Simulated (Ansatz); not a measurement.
# InSb2: the cost of one run

Method: DFT PBE, scalar-relativistic, plane waves, PAW, in Ansatz 0.2.0.

1 further run of the same task is left out (set aside as unsound or not needed).

### 1 The structure to begin with

The structure is hexagonal, space group P6/mmm (No. 191). The conventional cell has a = 5.708 Å, b = 5.708 Å, c = 3.061 Å, α = 90.00°, β = 90.00°, γ = 120.00°. Around In (site symmetry 6/mmm) lie 2 In at 3.06 Å and 6 Sb at 3.30 Å. Sb (site symmetry -6m2) is surrounded by 5 Sb at 3.06 to 3.30 Å and 3 In at 3.30 Å.

As a file:

```
CELL_PARAMETERS angstrom
5.70847 0.00000 0.00000
-2.85423 4.94368 0.00000
0.00000 0.00000 3.06127
ATOMIC_POSITIONS crystal
In 0.00000 0.00000 0.50000
Sb 0.33333 0.66667 0.50000
Sb 0.66667 0.33333 0.50000
```

It is the end of an earlier relaxation with the same method, from a generated guess; it needn't be the stable form of this composition. At a tolerance of 0.05 Å it has space group P6/mmm (No. 191); it has 28.80 Å³/atom, an uncorrected energy of +0.10 eV/atom over the elements.

### 2 Electronic structure at the relaxed geometry

input.yaml reads:

```yaml
crystal:
  lattice:
    - [5.7084655696, 0.0, 0.0]
    - [-2.8542327848, 4.9436761999, 0.0]
    - [0.0, 0.0, 3.0612659696]
  atoms:
    - { symbol: In, position: [0.0, 0.0, 0.5] }
    - { symbol: Sb, position: [0.3333333333, 0.6666666667, 0.5] }
    - { symbol: Sb, position: [0.6666666667, 0.3333333333, 0.5] }
basis:
  ecutwfc: 420
kpoints:
  mp_grid: { grid: [12, 12, 16] }
  band_path:
    path:
      - [[0.0, 0.0, 0.0], [0.5, 0.0, 0.0], [0.33333333, 0.33333333, 0.0], [0.0, 0.0, 0.0], [0.0, 0.0, 0.5], [0.5, 0.0, 0.5], [0.33333333, 0.33333333, 0.5], [0.0, 0.0, 0.5]]
      - [[0.5, 0.0, 0.5], [0.5, 0.0, 0.0]]
      - [[0.33333333, 0.33333333, 0.5], [0.33333333, 0.33333333, 0.0]]
    npoints: 14
hamiltonian:
  xc: pbe
scf:
  occupations: { method: gaussian, width: 0.1 }
  n_extra_bands: 7
output:
  forces: true
  stress: true
  eigenvalues: true
  populations: true
  dos: { projected: true, de: 0.02, nscf_kmesh: { grid: [15, 15, 20] } }
  bader: true
  write_density: true
  write_potential: true
  elf: true
  volumetric_format: npy
```

Launch:

```sh
$ ansatz run input.yaml --threads 1 --pin off --max-ram 2560MiB --backend cpu --events-out ev --progress --plain --runs-dir out
```

**Question.** How long does this run take on 1 thread of Arm Neoverse V2, shared host, and how much memory does it need?

About 60 s, with a peak of 0.71 GiB.
